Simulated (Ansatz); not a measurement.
# C2H4SiZn: a ladder of functionals and wavefunction methods

How much do the methods differ for C2H4SiZn? The plan is to run it at one geometry with functionals of several rungs and with coupled cluster. The yardstick is the atomisation energy at the CCSD(T) limit.

Method: functionals in def2-TZVPP, the program's frozen cores in correlated methods; program: Ansatz 0.2.0, Gaussian basis.

Plan: PBE-D4, r2SCAN-D4, PBE0-D4, B3LYP-D4, ωB97X-V, ωB97M-V, B2PLYP; CCSD(T)/def2-TZVPP; MP2/def2-QZVPP; extrapolation to the limit.

### 1 Structure used throughout

All runs share one geometry, relaxed beforehand with PBE0-D4 in a triple-zeta def2 set.

8 atoms, charge 0, spin multiplicity 1.

Atoms are counted from 1 here; the program's logs count them from 0.

Bond lengths: Si1–C2 1.823 Å, Si1–H5 1.483 Å, Si1–H6 1.483 Å, Si1–H7 1.484 Å, C2–C3 1.206 Å, C3–H8 1.066 Å. Angles: C2–Si1–H5 109.3°, C2–Si1–H6 109.3°, C2–Si1–H7 108.9°, H5–Si1–H6 109.8°, H5–Si1–H7 109.8°, H6–Si1–H7 109.8°, Si1–C2–C3 179.4°, C2–C3–H8 179.9°.

### 2 PBE-D4 (GGA)

The input, in.yaml:

```yaml
crystal:
  periodic: [false, false, false]
  atoms:
    - {symbol: Si, position_ang: [-0.482135, 1.125238, -0.335506]}
    - {symbol: C, position_ang: [-0.428143, -0.559350, 0.360031]}
    - {symbol: C, position_ang: [-0.379813, -1.674590, 0.816680]}
    - {symbol: Zn, position_ang: [3.200771, -1.013058, -0.551302]}
    - {symbol: H, position_ang: [-1.517024, 1.185587, -1.395996]}
    - {symbol: H, position_ang: [-0.809776, 2.090662, 0.741460]}
    - {symbol: H, position_ang: [0.846742, 1.448877, -0.912011]}
    - {symbol: H, position_ang: [-0.338422, -2.660267, 1.220747]}
basis:
  gaussian: {orbitals: def2-TZVPP}
hamiltonian: {xc: pbe, dispersion: d4}
output: {forces: true, orbitals: {seedname: orbitals}}
```

Command:

```sh
> ansatz run in.yaml --threads 4 --pin off --events-out ev --progress --plain --max-ram 10444MiB
```

Further steps of the session: r2SCAN-D4 (meta-GGA); PBE0-D4 (hybrid); B3LYP-D4 (hybrid); ωB97X-V (range-separated); ωB97M-V (range-separated); B2PLYP (double hybrid); CCSD(T) in def2-TZVPP; MP2 in def2-QZVPP.

Before running them: what should the planned runs give, taken together? Wanted: atomisation energy, CCSD(T)/CBS; farthest; mean size of error, hybrid; mean size of error, range-separated; gap, smallest and largest; T1 diagnostic; triples share of the correlation energy.

As calculated:

```
                               quantity                                           value
        atomisation energy, CCSD(T)/CBS                                       27.063 eV
    functionals within 0.135 eV (0.5 %)  r2SCAN-D4, PBE0-D4, B3LYP-D4, ωB97X-V, ωB97M-V
                               farthest                              PBE-D4 (+0.335 eV)
             mean size of error, hybrid                                        0.065 eV
    mean size of error, range-separated                                        0.022 eV
              gap, smallest and largest             4.38 eV (PBE-D4), 9.60 eV (ωB97X-V)
                          T1 diagnostic                                          0.0147
triples share of the correlation energy                                           3.8 %
```

In words: PBE-D4 misses by +0.335 eV. Double hybrids carry the basis error of their MP2 part in triple zeta, and no dispersion term here, so their miss is partly the set-up's. The reference freezes the cores and leaves out relativity and excitations past (T), so misses under about 0.135 eV can't be ranked. Hartree-Fock recovers 74 % of the binding; the rest is correlation. Orbital gaps span 4.4 to 9.6 eV; exact exchange widens them. For Zn the d shell is correlated and the shells below it are frozen.
